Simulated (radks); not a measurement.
# Si⁴⁺ in [He] 2s2 2p4 3s2: an all-electron calculation

An exercise on one series of results from a longer session: the logs are not shown, and one member is left open.

The numbers are computed with radks (a radial shooting solver on a logarithmic mesh, Libxc functionals) version 1 (non-relativistic Kohn-Sham, PBE, spin-polarised, spherical densities, point nucleus; open shells are filled with parallel spins first), except any that are marked as measured or tabulated.

## Starting point

- element: silicon (Z = 14)
- charge: +4
- electrons: 10
- configuration: [He] 2s2 2p4 3s2

The outer shells:

Si⁴⁺
```
[He] core
2s [↑↓]
2p [↑↓][↑ ][↑ ]
3s [↑↓]
```

Set-up of the first run:

Settings of this run:

```text
Z 14
configuration [He] 2s2 2p4 3s2 3p0 4s0
relativity non-relativistic
functional pbe,pbe
spin polarised
nucleus point
```

One of the session's tables, all rows but one given; the rest of the session is left out.

It belongs to the step «Shells». From the orbitals of this run (lengths in bohr):

| level | <r> | outermost maximum (interpolated) | 90 % within | nodes |
| --- | --- | --- | --- | --- |
| 1s up | 0.1116 | 0.0730 | 0.199 | 0 |
| 1s down | 0.1114 | 0.0729 | 0.199 | 0 |
| 2s up | 0.5358 | 0.441 | 0.834 | 1 |
| 2s down | 0.5414 | 0.443 | 0.844 | 1 |
| 2p up | 0.4877 | 0.368 | 0.804 | 0 |
| 2p down | 0.4953 | 0.371 | 0.819 | 0 |
| 3s up | 1.569 | 1.42 | 2.30 | 2 |
| 3s down | 1.588 | 1.43 | 2.33 | 2 |
| 3p up | 1.646 | 1.47 | 2.46 | 1 |
| 3p down | 1.672 | 1.49 | 2.49 | 1 |
| 4s up | 3.291 | 3.20 | 4.67 | 3 |
| 4s down | ? | ? | ? | ? |

**Question.** Estimate the row for 4s down.

**Answer.** <r>: 3.319; outermost maximum (interpolated): 3.23; 90 % within: 4.70; nodes: 3. In the column «<r>» it is the highest.
